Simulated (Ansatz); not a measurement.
# CH6AlBOS: a ladder of functionals and wavefunction methods

How much do the methods differ for CH6AlBOS? The plan is to run it at one geometry with functionals of several rungs and with coupled cluster, and see how far each lands from CCSD(T) at the basis-set limit for the atomisation energy.

Method: functionals in def2-TZVPP, the program's frozen cores in correlated methods; program: Ansatz 0.2.0, Gaussian basis.

The runs, in order: PBE-D4, r2SCAN-D4, PBE0-D4, B3LYP-D4, ωB97X-V, ωB97M-V, B2PLYP; CCSD(T)/def2-TZVPP; MP2/def2-QZVPP; extrapolation to the limit.

**1. The relaxed structure**

All runs share one geometry, relaxed beforehand with PBE0-D4 in a triple-zeta def2 set.

11 atoms, charge 0, spin multiplicity 1.

Atoms are counted from 1 here; the program's logs count them from 0.

Bond lengths: C1–O2 1.395 Å, C1–H6 1.096 Å, C1–H7 1.095 Å, C1–H8 1.099 Å, O2–Al3 1.693 Å, Al3–B4 2.122 Å, Al3–H9 1.584 Å, B4–S5 1.767 Å, B4–H10 1.198 Å, S5–H11 1.347 Å. Angles: O2–C1–H6 110.3°, O2–C1–H7 110.2°, O2–C1–H8 112.8°, H6–C1–H7 107.6°, H6–C1–H8 108.0°, H7–C1–H8 107.8°, C1–O2–Al3 135.0°, O2–Al3–B4 118.7°, O2–Al3–H9 114.4°, B4–Al3–H9 126.9°, Al3–B4–S5 123.7°, Al3–B4–H10 125.8°, S5–B4–H10 110.5°, B4–S5–H11 101.8°.

**2. PBE-D4 (GGA)**

in.yaml reads:

```yaml
crystal:
  periodic: [false, false, false]
  atoms:
    - {symbol: C, position_ang: [-1.266206, -1.046829, 0.843261]}
    - {symbol: O, position_ang: [-0.000133, -0.686283, 1.304697]}
    - {symbol: Al, position_ang: [1.189571, 0.408717, 0.802033]}
    - {symbol: B, position_ang: [0.893596, 1.472097, -1.010403]}
    - {symbol: S, position_ang: [0.374280, 0.713086, -2.519196]}
    - {symbol: H, position_ang: [-1.277350, -2.102845, 0.550840]}
    - {symbol: H, position_ang: [-2.009103, -0.914592, 1.636932]}
    - {symbol: H, position_ang: [-1.589029, -0.451190, -0.021457]}
    - {symbol: H, position_ang: [2.458678, 0.475257, 1.747236]}
    - {symbol: H, position_ang: [1.067166, 2.646680, -1.170034]}
    - {symbol: H, position_ang: [0.223829, -0.571095, -2.143108]}
basis:
  gaussian: {orbitals: def2-TZVPP}
hamiltonian: {xc: pbe, dispersion: d4}
output: {forces: true, orbitals: {seedname: orbitals}}
```

Run with:

```bash
ansatz run in.yaml --threads 4 --pin off --events-out ev --progress --plain --max-ram 10444MiB
```

After this run come: r2SCAN-D4 (meta-GGA); PBE0-D4 (hybrid); B3LYP-D4 (hybrid); ωB97X-V (range-separated); ωB97M-V (range-separated); B2PLYP (double hybrid); CCSD(T) in def2-TZVPP; MP2 in def2-QZVPP.

**Question.** What will the summary of the whole plan be? Wanted: atomisation energy, CCSD(T)/CBS; farthest; mean size of error, hybrid; mean size of error, range-separated; gap, smallest and largest; T1 diagnostic; triples share of the correlation energy.

The runs gave:

| quantity | value |
| --- | --- |
| atomisation energy, CCSD(T)/CBS | 39.198 eV |
| functionals within 0.196 eV (0.5 %) | PBE0-D4, B3LYP-D4 |
| farthest | PBE-D4 (+0.614 eV) |
| mean size of error, hybrid | 0.014 eV |
| mean size of error, range-separated | 0.200 eV |
| gap, smallest and largest | 3.05 eV (PBE-D4), 9.51 eV (ωB97X-V) |
| T1 diagnostic | 0.0151 |
| triples share of the correlation energy | 3.9 % |

PBE-D4 misses by +0.614 eV. Double hybrids carry the basis error of their MP2 part in triple zeta, and no dispersion term here, so their miss is partly the set-up's. Misses under about 0.196 eV are within the doubt on the reference itself, which lacks core-valence correlation, relativity and higher excitations. Hartree-Fock recovers 74 % of the binding; the rest is correlation. The gap grows from 3.0 to 9.5 eV across the functionals, mostly with the share of exact exchange.
